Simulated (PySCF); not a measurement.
# C₉H₁₂N+: excited states, first hyperpolarisability

Aim: compute the excited states, first hyperpolarisability of C₉H₁₂N+ (`CN(C)c1ccccc[cH+]1`).

Programs: PySCF 2.14.0, with routines of our own; each step states its level. All values are computed. Atoms count from 0.

## 1. The starting structure

22 atoms, charge 1, multiplicity 1; geometry from: GFN2-xTB.

## 2. Optimising the geometry at PBE0-D3(BJ)/def2-SVP

The job: settings as JSON, then the geometry in Å.

```
{"job": {"xc": "PBE0", "basis": "def2-SVP", "d3": "d3bj", "grid": 2, "kind": "geom"}, "charge": 1, "multiplicity": 1}
C     -2.411497    -0.932696     0.484401
N     -1.544090     0.124387     0.008469
C     -2.172021     1.399787    -0.262894
C     -0.236472    -0.051305    -0.141187
C      0.358929    -1.300910     0.222819
C      1.662507    -1.586360     0.496942
C      2.785166    -0.728946     0.525317
C      2.880145     0.514069    -0.028642
C      1.874804     1.198904    -0.747203
C      0.533172     0.970633    -0.786136
H     -2.349595    -1.812361    -0.158744
H     -2.157043    -1.219884     1.506471
H     -3.442142    -0.589625     0.472116
H     -3.111478     1.462426     0.280650
H     -2.387790     1.517860    -1.327819
H     -1.540943     2.223428     0.069151
H     -0.322898    -2.133697     0.317249
H      1.865926    -2.609268     0.789246
H      3.677775    -1.141385     0.976458
H      3.841338     1.007797     0.017762
H      2.222822     2.054396    -1.312647
H     -0.037026     1.652136    -1.402628
```

Launch:

```
$ OMP_NUM_THREADS=1 python excited_run.py task.json out
```

The driver reads the jobs from task.json and runs them one after another.

Log:

```text
step   0  E = -403.91270940  max force = 0.008125
step   1  E = -403.91504382  max force = 0.002086
step   2  E = -403.91512859  max force = 0.001826
step   3  E = -403.91514855  max force = 0.003471
step   4  E = -403.91531375  max force = 0.001866
step   5  E = -403.91537538  max force = 0.002003
step   6  E = -403.91549645  max force = 0.001140
step   7  E = -403.91557461  max force = 0.001454
step   8  E = -403.91563051  max force = 0.002365
step   9  E = -403.91568200  max force = 0.001304
step  10  E = -403.91570215  max force = 0.001591
step  11  E = -403.91574034  max force = 0.000643
step  12  E = -403.91575754  max force = 0.000377
step  13  E = -403.91575877  max force = 0.001201
step  14  E = -403.91576754  max force = 0.000289
optimisation converged
```

It took 6.2 min on 1 thread of Arm Neoverse V1, shared host; peak memory 0.92 GiB.

Step by step:

```
step  energy from step 0 (eV)  largest force component (eV/Å)
   0                   0.0000                          0.4178
   1                  -0.0635                          0.1073
   2                  -0.0658                          0.0939
   3                  -0.0664                          0.1785
   4                  -0.0709                          0.0960
   5                  -0.0725                          0.1030
   6                  -0.0758                          0.0586
   7                  -0.0780                          0.0748
   8                  -0.0795                          0.1216
   9                  -0.0809                          0.0671
  10                  -0.0814                          0.0818
  11                  -0.0825                          0.0331
  12                  -0.0829                          0.0194
  13                  -0.0830                          0.0618
  14                  -0.0832                          0.0149
```

Distances of close pairs at the start and the end, largest changes first:

```
  bond  before (Å)  after (Å)  change (Å)
 N1–C3       1.328      1.341      +0.013
C7–H19       1.082      1.093      +0.012
C6–H18       1.082      1.093      +0.011
C2–H15       1.089      1.101      +0.011
C8–H20       1.083      1.094      +0.011
C5–H17       1.083      1.094      +0.011
 C8–C9       1.361      1.372      +0.011
 N1–C2       1.447      1.457      +0.010
```

The final coordinates are the input of the step that follows.

```
                         at the end point                value
rotational constants (GHz, main isotopes)  2.681, 0.962, 0.715
```

## 3. Excited states: TDA CAM-B3LYP/def2-SVPD

The job: settings as JSON, then the geometry in Å.

```
{"job": {"kind": "states", "xc": "CAM-B3LYP", "basis": "def2-SVPD", "tda": true, "soc": true, "nstates": 6, "ntriplets": 5, "nquad": 4}, "charge": 1, "multiplicity": 1}
C     -2.371059    -0.965246     0.501370
N     -1.521791     0.133982     0.060407
C     -2.182034     1.336367    -0.431753
C     -0.185092     0.045639     0.112176
C      0.402885    -1.157762     0.627878
C      1.720708    -1.510945     0.772568
C      2.911922    -0.808738     0.462694
C      3.015899     0.451617    -0.066355
C      1.954677     1.322706    -0.417428
C      0.594209     1.160454    -0.345668
H     -2.169089    -1.882415    -0.072559
H     -2.236196    -1.173158     1.574248
H     -3.417689    -0.691491     0.339436
H     -3.265155     1.197207    -0.367626
H     -1.926651     1.532459    -1.484585
H     -1.917338     2.216316     0.174338
H     -0.299796    -1.919958     0.961840
H      1.876111    -2.506049     1.200121
H      3.844802    -1.337425     0.675979
H      4.024346     0.837673    -0.237424
H      2.272423     2.290503    -0.816919
H      0.025458     2.020155    -0.697513
```

Method: TDA CAM-B3LYP/def2-SVPD excited states, vertical, gas phase, spin-orbit mean-field couplings.

Log:

```text
coarse grid: 18280 points
cycle   1  E = -404.0417779494  dE =  1.976e+00  |g| = 3.239e-01  |ddm| = 1.990e+01
cycle   2  E = -404.0456115272  dE = -3.834e-03  |g| = 3.483e-01  |ddm| = 2.902e+00
cycle   3  E = -404.0753066999  dE = -2.970e-02  |g| = 8.179e-02  |ddm| = 1.509e+00
cycle   4  E = -404.0768411583  dE = -1.534e-03  |g| = 3.722e-02  |ddm| = 4.191e-01
cycle   5  E = -404.0771539015  dE = -3.127e-04  |g| = 4.120e-03  |ddm| = 1.446e-01
cycle   6  E = -404.0771579433  dE = -4.042e-06  |g| = 2.520e-03  |ddm| = 2.454e-02
final grid: 176328 points
cycle   7  E = -404.1574203746  dE = -5.149e-05  |g| = 5.393e-03  |ddm| = 2.397e-01
cycle   8  E = -404.1574192237  dE =  1.151e-06  |g| = 6.094e-03  |ddm| = 3.782e-02
cycle   9  E = -404.1574276313  dE = -8.408e-06  |g| = 8.653e-04  |ddm| = 1.689e-02
cycle  10  E = -404.1574278112  dE = -1.798e-07  |g| = 1.834e-04  |ddm| = 4.564e-03
cycle  11  E = -404.1574278251  dE = -1.395e-08  |g| = 7.544e-05  |ddm| = 1.350e-03
cycle  12  E = -404.1574278272  dE = -2.054e-09  |g| = 3.703e-05  |ddm| = 3.653e-04
cycle  13  E = -404.1574278280  dE = -8.765e-10  |g| = 1.513e-05  |ddm| = 2.418e-04
converged SCF energy = -404.1574278280

Singlet excitations
state   eV       nm        f     d(h-e)  d(exc)  Lambda  PR(NTO)  |dmu|/D   mu/D   main configurations
  1   4.0308   307.6   0.05499   1.405   3.409   0.678   1.107    3.332    3.944   H->L 0.94
  2   4.5165   274.5   0.31085   0.373   3.159   0.725   1.523    0.722    1.334   H->L+1 0.77, H-1->L 0.19
  3   5.9944   206.8   0.03098   0.146   3.163   0.652   1.983    0.275    0.887   H-1->L+1 0.58, H-2->L 0.39
  4   6.2438   198.6   0.00767   0.249   2.988   0.485   1.037    0.493    1.106   H-3->L 0.87, H-5->L 0.11
  5   6.3363   195.7   0.98778   0.882   3.046   0.786   2.131                     H-1->L 0.54, H-2->L+1 0.23, H->L+1 0.16
  6   6.5750   188.6   0.00009   0.035   3.084   0.431   1.263                     H-3->L+1 0.82, H-4->L 0.10

Triplet excitations (Tamm-Dancoff)
state   eV     d(h-e)  d(exc)  Lambda  PR(NTO)   main configurations
  1   2.5642   0.748   3.013   0.678   1.082   H->L 0.91
  2   2.9088   0.605   3.156   0.704   1.039   H->L+1 0.97
  3   3.9957   0.027   2.607   0.827   1.116   H-1->L 0.93
  4   4.5723   0.324   2.779   0.668   1.209   H-1->L+1 0.89
  5   5.3326   0.576   2.968   0.658   1.278   H-2->L 0.70, H-6->L 0.13
S1 - T1 = 1.4666 eV

Spin-orbit couplings |<S|Hso|T>| (cm-1)
             T1       T2       T3       T4       T5
S0        0.040    0.070    0.015    0.061    0.069
S1        0.009    0.027    0.054    0.003    0.007
S2        0.050    0.011    0.009    0.044    0.013
S3        0.015    0.046    0.018    0.027    0.009
S4        0.479    0.166    0.954    0.217    1.207
S5        0.037    0.023    0.068    0.029    0.100
S6        0.765    0.627    0.407    0.722    0.082
T1 sublevels (cm-1): 0.000 0.000 0.000   radiative rates (1/s): 8.91e-06 8.79e-05 0.000397
```

It took 1.9 min on 1 thread of Arm Neoverse V1, shared host; peak memory 1.4 GiB.

Key values:

```
  quantity    value
S1 less T1  1.47 eV
```

## 4. Excited states: TDDFT CAM-B3LYP/def2-SVPD

Settings changed since step 3:

```diff
@@ -1,2 +1,2 @@
-{"job": {"kind": "states", "xc": "CAM-B3LYP", "basis": "def2-SVPD", "tda": true, "soc": true, "nstates": 6, "ntriplets": 5, "nquad": 4}, "charge": 1, "multiplicity": 1}
+{"job": {"kind": "states", "xc": "CAM-B3LYP", "basis": "def2-SVPD", "tpa": true, "nstates": 8, "nquad": 6, "ntriplets": 0}, "charge": 1, "multiplicity": 1}
 C     -2.371059    -0.965246     0.501370
```

Method: TDDFT CAM-B3LYP/def2-SVPD excited states, vertical, gas phase, two-photon moments by quadratic response.

Log:

```text
coarse grid: 18280 points
cycle   1  E = -404.0417779494  dE =  1.976e+00  |g| = 3.239e-01  |ddm| = 1.990e+01
cycle   2  E = -404.0456115272  dE = -3.834e-03  |g| = 3.483e-01  |ddm| = 2.902e+00
cycle   3  E = -404.0753066999  dE = -2.970e-02  |g| = 8.179e-02  |ddm| = 1.509e+00
cycle   4  E = -404.0768411583  dE = -1.534e-03  |g| = 3.722e-02  |ddm| = 4.191e-01
cycle   5  E = -404.0771539015  dE = -3.127e-04  |g| = 4.120e-03  |ddm| = 1.446e-01
cycle   6  E = -404.0771579433  dE = -4.042e-06  |g| = 2.520e-03  |ddm| = 2.454e-02
final grid: 176328 points
cycle   7  E = -404.1574203746  dE = -5.149e-05  |g| = 5.393e-03  |ddm| = 2.397e-01
cycle   8  E = -404.1574192237  dE =  1.151e-06  |g| = 6.094e-03  |ddm| = 3.782e-02
cycle   9  E = -404.1574276313  dE = -8.408e-06  |g| = 8.653e-04  |ddm| = 1.689e-02
cycle  10  E = -404.1574278112  dE = -1.798e-07  |g| = 1.834e-04  |ddm| = 4.564e-03
cycle  11  E = -404.1574278251  dE = -1.395e-08  |g| = 7.544e-05  |ddm| = 1.350e-03
cycle  12  E = -404.1574278272  dE = -2.054e-09  |g| = 3.703e-05  |ddm| = 3.653e-04
cycle  13  E = -404.1574278280  dE = -8.765e-10  |g| = 1.513e-05  |ddm| = 2.418e-04
converged SCF energy = -404.1574278280

Singlet excitations
state   eV       nm        f     d(h-e)  d(exc)  Lambda  PR(NTO)  |dmu|/D   mu/D   delta(TPA)   sigma/GM   main configurations
  1   3.8332   323.4   0.03990   1.303   3.368   0.675   1.144    3.204    3.816       12.28      0.066   H->L 0.97
  2   4.3031   288.1   0.28217   0.380   3.143   0.719   1.507    0.904    1.515       63.82      0.433   H->L+1 0.86, H-1->L 0.12
  3   5.8697   211.2   0.04055   0.011   3.111   0.653   1.875    0.042    0.569        8.20      0.103   H-1->L+1 0.69, H-2->L 0.29
  4   5.9277   209.2   0.65357   0.577   2.899   0.800   1.758    1.004    1.615      247.63      3.188   H-1->L 0.75, H->L+1 0.12, H-2->L+1 0.11
  5   6.2253   199.2   0.00237   0.245   2.989   0.484   1.035    0.482    1.094        0.30      0.004   H-3->L 0.87, H-5->L 0.11
  6   6.5609   189.0   0.00005   0.037   3.082   0.431   1.282    0.086    0.527        0.17      0.003   H-3->L+1 0.81, H-4->L 0.11
  7   6.6977   185.1   0.00065   0.528   2.900   0.453   1.293                                            H-4->L 0.84, H-3->L+1 0.10
  8   6.8024   182.3   0.38758   0.354   3.198   0.630   1.839                                            H-2->L 0.69, H-1->L+1 0.27
```

Wall time 2.7 min (1 thread of Arm Neoverse V1, shared host); peak memory 1.4 GiB.

## 5. First hyperpolarisability: quadratic response CAM-B3LYP/def2-SVPD

Settings changed since step 4:

```diff
@@ -1,2 +1,2 @@
-{"job": {"kind": "states", "xc": "CAM-B3LYP", "basis": "def2-SVPD", "tpa": true, "nstates": 8, "nquad": 6, "ntriplets": 0}, "charge": 1, "multiplicity": 1}
+{"job": {"kind": "beta", "xc": "CAM-B3LYP", "basis": "def2-SVPD"}, "charge": 1, "multiplicity": 1}
 C     -2.371059    -0.965246     0.501370
```

With the program's defaults for keys left out, this is: quadratic response CAM-B3LYP/def2-SVPD first hyperpolarisability, Taylor convention, gas phase.

Log:

```text
coarse grid: 18280 points
cycle   1  E = -404.0417779494  dE =  1.976e+00  |g| = 3.239e-01  |ddm| = 1.990e+01
cycle   2  E = -404.0456115272  dE = -3.834e-03  |g| = 3.483e-01  |ddm| = 2.902e+00
cycle   3  E = -404.0753066999  dE = -2.970e-02  |g| = 8.179e-02  |ddm| = 1.509e+00
cycle   4  E = -404.0768411583  dE = -1.534e-03  |g| = 3.722e-02  |ddm| = 4.191e-01
cycle   5  E = -404.0771539015  dE = -3.127e-04  |g| = 4.120e-03  |ddm| = 1.446e-01
cycle   6  E = -404.0771579433  dE = -4.042e-06  |g| = 2.520e-03  |ddm| = 2.454e-02
final grid: 176328 points
cycle   7  E = -404.1574203746  dE = -5.149e-05  |g| = 5.393e-03  |ddm| = 2.397e-01
cycle   8  E = -404.1574192237  dE =  1.151e-06  |g| = 6.094e-03  |ddm| = 3.782e-02
cycle   9  E = -404.1574276313  dE = -8.408e-06  |g| = 8.653e-04  |ddm| = 1.689e-02
cycle  10  E = -404.1574278112  dE = -1.798e-07  |g| = 1.834e-04  |ddm| = 4.564e-03
cycle  11  E = -404.1574278251  dE = -1.395e-08  |g| = 7.544e-05  |ddm| = 1.350e-03
cycle  12  E = -404.1574278272  dE = -2.054e-09  |g| = 3.703e-05  |ddm| = 3.653e-04
cycle  13  E = -404.1574278280  dE = -8.765e-10  |g| = 1.513e-05  |ddm| = 2.418e-04
converged SCF energy = -404.1574278280

Lowest singlets (eV, f): 3.8332 0.0399  4.3031 0.2822  5.8697 0.0406

First hyperpolarisability (au)
process     nm      |vector|   parallel      HRS      DR
static         -      481.91     289.14     210.78   4.238
shg       1907.0      532.66     319.59      231.9    4.38
eope      1907.0      497.82     298.69          -       -
shg       1064.0      688.86     413.31     295.75   4.825
eope      1064.0      536.60     321.96          -       -
```

Wall time 1.9 min (1 thread of Arm Neoverse V1, shared host); peak memory 1.3 GiB.

## 6. What came out

```
                                                 quantity                                                value
                     rotational constants (main isotopes)                                 2.68, 0.96, 0.71 GHz
             S1 less T1 (step 3, TDA CAM-B3LYP/def2-SVPD)                                              1.47 eV
β vector (step 5, quadratic response CAM-B3LYP/def2-SVPD)  static 482, SHG 1907.0 nm 533, SHG 1064.0 nm 689 au
```

**Reading.** Relaxing lowered the energy by 0.083 eV in 14 steps; the close pair that moved most is N1–C3, from 1.328 to 1.341 Å. No frequency check was run at this level, so the end point may be a saddle. In step 3, the number of triplets below S1 is 3, and the largest singlet-triplet spin-orbit coupling is S4–T5, 1.21 cm⁻¹. β grows from 482 au (static) to 689 au for doubling at 1064.0 nm: normal dispersion, which grows as twice the photon energy moves toward the bright states.
